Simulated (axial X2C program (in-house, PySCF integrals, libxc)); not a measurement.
# CoCl: properties at the nuclei

Wanted for CoCl: properties at the nuclei, at the two-component level.

The runs use an in-house X2C program for linear molecules on PySCF integrals; two-component X2C with atomic mean-field terms, Co dyall-cv3z, Cl dyall-av3z.

All values are calculated.

## Step 1: The job

File task.json:

```json
{"zs": [27, 17], "q": 0, "bas": ["dyall-cv3z", "dyall-av3z"], "r0": 2.1, "levels": ["PBE0", "HF", "LDA", "BP86", "TPSSh"], "nst": 3}
```

Keys: zs atomic numbers; q charge; bas basis sets; r0 starting distance in Å; levels methods (HF also brings MP2); nst determinants followed.

Command:

```sh
> python soeom.py task.json out
```

Further steps of the session: Expectation values, lowest determinant; Expectation values, a higher determinant; Expectation values, a higher determinant.

Q: Predict the outcome of this session. Wanted: lowest determinant; Eeff magnitude; Ws magnitude Co; A∥/gI Co; qzz Co; higher determinant (for each run or level that gives them).

As calculated:

```
                                        quantity                                            value
                              lowest determinant   Ω = 4 (excess of +ω over −ω: ω = 3/2, ω = 5/2)
                    Eeff magnitude (GV/cm), PBE0                                            0.498
                     Ws magnitude Co (kHz), PBE0                                            0.039
                            A∥/gI Co (MHz), PBE0                                              267
                             qzz Co (a.u.), PBE0                                            -0.71
                              higher determinant  Ω = 1 (excess of +ω over −ω: ω = -1/2, ω = 3/2)
Eeff magnitude (GV/cm), PBE0, higher determinant                                            0.296
 Ws magnitude Co (kHz), PBE0, higher determinant                                           0.0727
        A∥/gI Co (MHz), PBE0, higher determinant                                             11.7
         qzz Co (a.u.), PBE0, higher determinant                                             2.67
                              higher determinant   Ω = 3 (excess of +ω over −ω: ω = 1/2, ω = 5/2)
Eeff magnitude (GV/cm), PBE0, higher determinant                                            0.228
 Ws magnitude Co (kHz), PBE0, higher determinant                                           0.0216
        A∥/gI Co (MHz), PBE0, higher determinant                                              474
         qzz Co (a.u.), PBE0, higher determinant                                            -0.31
```

In words: In the first state, the effective field runs from 0.325 to 1.65 GV/cm over the mean-field levels, so the levels don't agree on it. The expectation values come from single determinants, which for open shells can mix terms of unlike spin or miss the lowest Ω, so a determinant need not be a state. Eeff is the effective electric field on the electron dipole moment in this Ω state and Ws the scalar–pseudoscalar constant (defined with the proton number Z and per Ω); A∥ is the parallel hyperfine constant, which follows by multiplying with the nuclear g factor gI = μI/(I μN); qzz is the electric field gradient, eQq0 = 234.96 MHz × Q/barn × qzz; μ is positive if Cl is the positive end. The operators were transformed with the bare-nucleus X2C matrices. A second determinant lies within 0.1 eV of the first, so their order is not settled at this level.
